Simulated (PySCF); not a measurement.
# BHSBrCl (SMILES SB(Cl)Br) at 6 levels

We compute a comparison of 6 runs (HF/STO-3G, HF/def2-SVP, r2SCAN/pcseg-1, PBE0/def2-SVP, B3LYP/6-31G*, M06-2X/aug-cc-pVDZ) of BHSBrCl. Input form: a Python script.

The calculation is run with PySCF 2.14.0.

### Step 1. The structure to begin with

BHSBrCl has 5 atoms, charge 0, and is taken as a singlet. As SMILES, `SB(Cl)Br`. The shape is that of a PBE0-D4/def2-TZVP optimisation. This is one conformer, not always the lowest.

Bond lengths: S1–B2 1.784 Å, B2–Cl3 1.743 Å, B2–Br4 1.912 Å, S1–H5 1.343 Å. Angles: S1–B2–Cl3 117.7°, S1–B2–Br4 122.7°, Cl3–B2–Br4 119.6°, B2–S1–H5 96.6°.

### Step 2. Energy and forces at HF/STO-3G (run 1)

Input file mol.xyz:

```xyz
5
BBrClHS
S      0.336300     1.341800     0.329500
B      0.141200    -0.424900     0.176700
Cl     1.003200    -1.435400     1.306000
Br    -0.962400    -1.230000    -1.160800
H     -0.468500     1.674800    -0.692900
```

Input file calc.py:

```python
from pyscf import gto, scf

mol = gto.M(
    atom='mol.xyz',
    max_memory=1860,
    basis='sto-3g',
    verbose=4,
)

mf = scf.RHF(mol)
mf.conv_tol = 1e-10
mf.kernel()
if not mf.converged:
    mf = mf.newton().run(mf.mo_coeff, mf.mo_occ)

e_final = mf.e_tot
print('Final energy', e_final)
grad = mf.nuc_grad_method().kernel()
dip = mf.dip_moment()
pop, q = mf.mulliken_pop()
```

Started as:

```sh
$ OMP_NUM_THREADS=1 python calc.py
```

The log of the run:

```text
PySCF version 2.14.0

[... 59 lines left out ...]
converged SCF energy = -3417.49295018254
Final energy -3417.49295018254
[... 11 lines left out ...]
Dipole moment(X, Y, Z, Debye): -0.71347,  1.89296, -0.98907
[... 48 lines left out ...]
charge of    4H =     -0.00377
```

Run time: 4.8 s. Hardware: 1 thread of Intel Xeon at 2.50GHz (Skylake/Cascade Lake), shared host; peak memory 0.12 GiB.

### Step 3. Energy and gradient at HF/def2-SVP (run 2)

Input file run.py:

```python
# SB(Cl)Br
from pyscf import gto, scf

system = gto.M(
    atom='''
S        0.336300       1.341800       0.329500
B        0.141200      -0.424900       0.176700
Cl       1.003200      -1.435400       1.306000
Br      -0.962400      -1.230000      -1.160800
H       -0.468500       1.674800      -0.692900
''',
    max_memory=1860,
    basis='def2-svp',
    verbose=4,
)

calc0 = scf.RHF(system)
calc0.conv_tol = 1e-10
calc0.kernel()
if not calc0.converged:
    calc0 = calc0.newton().run(calc0.mo_coeff, calc0.mo_occ)

e_tot = calc0.e_tot
print('Final energy', e_tot)
grad = calc0.nuc_grad_method().kernel()
calc0.analyze()
```

Started as:

```sh
$ OMP_NUM_THREADS=1 python run.py
```

The log of the run:

```text
PySCF version 2.14.0

[... 85 lines left out ...]
MO #3   energy= -91.9474135538457  occ= 2
[... 11 lines left out ...]
MO #15  energy= -7.46126943308654  occ= 2
[... 11 lines left out ...]
MO #27  energy= -1.04348077611764  occ= 2
[... 11 lines left out ...]
MO #39  energy= 0.147033995779826  occ= 0
[... 11 lines left out ...]
MO #51  energy= 0.70181942250515   occ= 0
[... 11 lines left out ...]
MO #63  energy= 1.00904947288075   occ= 0
[... 11 lines left out ...]
MO #75  energy= 1.55395641257088   occ= 0
[... 11 lines left out ...]
MO #87  energy= 4.13061058038584   occ= 0
[... 95 lines left out ...]
Dipole moment(X, Y, Z, Debye): -0.47698,  0.93477, -0.64401
```

Wall time 17 s (1 thread of Intel Xeon at 2.50GHz (Skylake/Cascade Lake), shared host); peak memory 0.17 GiB.

Runs 3 to 5 aren't shown in full; the table further down has their settings and results.

### Step 4. Energy and forces at M06-2X/aug-cc-pVDZ (run 6)

mol.xyz is that of step 2.

Input file run.py:

```python
import pyscf.grad
from pyscf import gto, dft

mol = gto.M(
    atom='mol.xyz',
    basis='aug-cc-pvdz',
    spin=0,
    verbose=4,
    max_memory=1860,
)

mf = dft.RKS(mol)
mf.xc = 'm06-2x'
mf.grids.level = 5
mf.conv_tol = 1e-10
mf.kernel()
if not mf.converged:
    mf = mf.newton().run(mf.mo_coeff, mf.mo_occ)

e_final = mf.e_tot
print('Final energy', e_final)
grad = mf.Gradients().kernel()
dip = mf.dip_moment()
pop, q = mf.mulliken_pop()
```

Started as:

```sh
$ OMP_NUM_THREADS=1 python run.py
```

The log of the run:

```text
PySCF version 2.14.0

[... 74 lines left out ...]
converged SCF energy = -3458.09248484539
Final energy -3458.0924848453906
[... 12 lines left out ...]
Dipole moment(X, Y, Z, Debye): -0.37964,  1.02940, -0.52722
[... 128 lines left out ...]
charge of    4H =     -0.01361
```

Run time: 2.4 min. Hardware: 1 thread of Intel Xeon at 2.50GHz (Skylake/Cascade Lake), shared host; peak memory 1.3 GiB.

### Step 5. The series

| run | level | integration grid | Cartesian functions | energy (Eh) | dipole moment (D) | HOMO energy (eV) | LUMO energy (eV) | wall time |
| --- | --- | --- | --- | --- | --- | --- | --- | --- |
| 1 | HF/STO-3G | – | no | -3417.492950 | 2.25 | -8.62 | 5.86 | 4.8 s |
| 2 | HF/def2-SVP | – | no | -3454.219909 | 1.23 | -11.00 | 2.51 | 17 s |
| 3 | r2SCAN/pcseg-1 | 5 | no | -3457.673409 | 1.45 | -7.54 | -2.14 | 91 s |
| 4 | PBE0/def2-SVP | 5 | no | -3456.890075 | 1.22 | -8.20 | -1.19 | 46 s |
| 5 | B3LYP/6-31G* (Cartesian functions) | 5 | yes | -3457.825388 | 1.31 | -8.00 | -1.52 | 66 s |
| 6 | M06-2X/aug-cc-pVDZ | 5 | no | -3458.092485 | 1.22 | -9.45 | -0.73 | 2.4 min |

### Step 6. Results

```
                       quantity           value
            run 6: total energy  -3458.09248 Eh
           run 6: dipole moment          1.22 D
             run 6: HOMO energy        -9.45 eV
             run 6: LUMO energy        -0.73 eV
           run 6: HOMO–LUMO gap         8.73 eV
run 6: largest force on an atom      0.365 eV/Å
```

In words: The dipole moment (its size) runs from 1.22 D (M06-2X/aug-cc-pVDZ) to 2.25 D (HF/STO-3G). The two ends differ in method and basis. The HOMO–LUMO gap runs from 5.40 eV (r2SCAN/pcseg-1) to 14.47 eV (HF/STO-3G). Totals of different functionals can't be ranked against each other. In run 1 the basis is minimal, so the values are rough. All runs together took 6.1 min, the longest 2.4 min.
